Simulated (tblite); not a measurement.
# C9H14F6NSb: the cost of one run

Programs: tblite 0.8.0 and PySCF 2.14.0, with routines of our own; each step states its level. All values are computed. Atoms count from 0.

## (1) The starting structure

31 atoms, charge 0, multiplicity 1; geometry from: force field, distance geometry or constructed start.

## (2) Geometry optimisation with GFN2-xTB

The job: settings as JSON, then the geometry in Å.

```
{"job": {"kind": "relax", "xc": "GFN2-xTB", "basis": "xTB"}, "charge": 0, "multiplicity": 1}
C     -3.648700     0.643400     0.713100
C     -2.717100    -0.242500    -0.089500
C     -1.246700     0.120800     0.162900
C     -0.317800    -0.769400    -0.646900
N      1.086000    -0.381900    -0.369100
C      1.678300     0.554000    -1.153000
C      2.998800     0.935500    -0.922700
C      3.708800     0.345900     0.121400
C      3.085600    -0.616900     0.908900
C      1.761400    -0.965900     0.645600
F      1.648400    -3.214000    -4.186200
Sb     2.368200    -2.728100    -2.472800
F      3.965900    -1.783700    -3.194200
F      0.946400    -3.858400    -1.926600
F      2.635100    -3.486700    -4.381400
F      2.458800    -1.869900    -0.899200
F      3.648800    -4.121500    -2.017500
H     -3.467800     0.546800     1.788100
H     -4.694800     0.366100     0.527200
H     -3.526300     1.697300     0.438300
H     -2.888400    -1.287300     0.198300
H     -2.949000    -0.149700    -1.149600
H     -1.018300     0.041200     1.237400
H     -1.087600     1.167900    -0.111600
H     -0.429300    -1.826400    -0.366700
H     -0.498100    -0.685800    -1.716300
H      1.094000     0.996300    -1.951700
H      3.471800     1.687100    -1.544800
H      4.739000     0.629600     0.312600
H      3.624400    -1.085600     1.731200
H      1.243900    -1.707000     1.238100
```

On the command line:

```console
$ OMP_NUM_THREADS=1 python large_run.py task.json out
```

The driver reads the jobs from task.json and runs them one after another.

Q: Estimate the wall time and peak memory of this first job on 1 thread of Arm Neoverse V1, shared host.

About 3.8 s, with a peak of 0.19 GiB.
